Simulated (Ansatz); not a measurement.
# C₈H₁₄O₃Ti: small, medium and large basis sets

The task here is to estimate one member of a computed series from the others.

Computed with Ansatz 0.2.0, Gaussian basis. Level: one geometry, several basis sets.

Levels to be run: PBE0-D4/def2-SVP; ωB97M-V/def2-SVP; PBE0-D4/def2-QZVPP; ωB97M-V/def2-QZVPP; the functionals' def2-TZVPP values are taken from earlier runs.

**The geometry**

An earlier PBE0-D4 in a triple-zeta def2 set relaxation fixed the geometry.

SMILES `C[O][Ti]1234([O]C)([O]C)[C@H]5[C@@H]1[C@@H]2[C@@H]3[C@H]54`, 26 atoms, charge 0, spin multiplicity 1.

Atoms are counted from 1 here; the program's logs count them from 0.

Bond lengths: C1–O2 1.384 Å, C1–H13 1.097 Å, C1–H14 1.098 Å, C1–H15 1.096 Å, O2–Ti3 1.799 Å, Ti3–O4 1.831 Å, Ti3–O6 1.798 Å, Ti3–C8 2.381 Å, Ti3–C9 2.388 Å, Ti3–C10 2.381 Å, Ti3–C11 2.386 Å, Ti3–C12 2.386 Å, O4–C5 1.398 Å, C5–H16 1.098 Å, C5–H17 1.096 Å, C5–H18 1.098 Å, O6–C7 1.384 Å, C7–H19 1.097 Å and more. Angles: O2–C1–H13 110.8°, O2–C1–H14 111.6°, O2–C1–H15 110.1°, H13–C1–H14 107.9°, H13–C1–H15 108.2°, H14–C1–H15 108.0°, C1–O2–Ti3 148.3°, O2–Ti3–O4 103.5°, O2–Ti3–O6 103.7°, O2–Ti3–C8 145.8°, O2–Ti3–C9 126.6°, O2–Ti3–C10 94.1°, O2–Ti3–C11 88.7°, O2–Ti3–C12 116.2°, O4–Ti3–O6 103.5°, O4–Ti3–C8 100.1°, O4–Ti3–C9 81.8°, O4–Ti3–C10 100.4° and more.

Set-up of the first run:

Contents of in.yaml:

```yaml
crystal:
  periodic: [false, false, false]
  atoms:
    - {symbol: C, position_ang: [-2.453225, -0.512586, 1.774810]}
    - {symbol: O, position_ang: [-1.276511, 0.045678, 1.305770]}
    - {symbol: Ti, position_ang: [0.065739, 0.007411, 0.108795]}
    - {symbol: O, position_ang: [1.403415, -0.874615, 0.994862]}
    - {symbol: C, position_ang: [1.876387, -0.482352, 2.250966]}
    - {symbol: O, position_ang: [0.642723, 1.710085, 0.063234]}
    - {symbol: C, position_ang: [1.267354, 2.729347, -0.634379]}
    - {symbol: C, position_ang: [0.682082, -0.454258, -2.144039]}
    - {symbol: C, position_ang: [0.481673, -1.696195, -1.512482]}
    - {symbol: C, position_ang: [-0.873898, -1.786166, -1.144142]}
    - {symbol: C, position_ang: [-1.519636, -0.602341, -1.567258]}
    - {symbol: C, position_ang: [-0.559758, 0.219225, -2.184274]}
    - {symbol: H, position_ang: [-2.245555, -1.305132, 2.503770]}
    - {symbol: H, position_ang: [-3.046825, -0.949278, 0.960486]}
    - {symbol: H, position_ang: [-3.063840, 0.252885, 2.267071]}
    - {symbol: H, position_ang: [1.079427, -0.506470, 3.005484]}
    - {symbol: H, position_ang: [2.672795, -1.164013, 2.569563]}
    - {symbol: H, position_ang: [2.284017, 0.536594, 2.226216]}
    - {symbol: H, position_ang: [2.348615, 2.720693, -0.451510]}
    - {symbol: H, position_ang: [0.874570, 3.701471, -0.314964]}
    - {symbol: H, position_ang: [1.106927, 2.636572, -1.716912]}
    - {symbol: H, position_ang: [1.625596, -0.070756, -2.503908]}
    - {symbol: H, position_ang: [1.250412, -2.413295, -1.271450]}
    - {symbol: H, position_ang: [-1.331317, -2.601786, -0.603473]}
    - {symbol: H, position_ang: [-2.557291, -0.350702, -1.405047]}
    - {symbol: H, position_ang: [-0.733885, 1.209986, -2.577198]}
basis:
  gaussian: {orbitals: def2-SVP}
hamiltonian: {xc: pbe0, dispersion: d4}
output: {orbitals: {seedname: orbitals}}
```

On the command line:

```
$ ansatz run in.yaml --threads 11 --pin off --events-out ev --progress --plain --max-ram 174080MiB --backend cpu
```

Steps of the session up to this table: PBE0-D4 in def2-SVP; ωB97M-V in def2-SVP; PBE0-D4 in def2-QZVPP; ωB97M-V in def2-QZVPP.

One table of the session follows, with a row left open; its other results are not shown here.

It belongs to the step «Density functionals: the series». 

```
functional       basis  HOMO (eV)
   PBE0-D4    def2-SVP          ?
   PBE0-D4  def2-TZVPP      -6.88
   PBE0-D4  def2-QZVPP      -6.89
   ωB97M-V    def2-SVP      -8.96
   ωB97M-V  def2-TZVPP      -9.03
   ωB97M-V  def2-QZVPP      -9.04
```

Q: Estimate the row for PBE0-D4, def2-SVP from the others.

**Answer.** HOMO (eV): -6.82. In the column «HOMO (eV)» it is the highest.
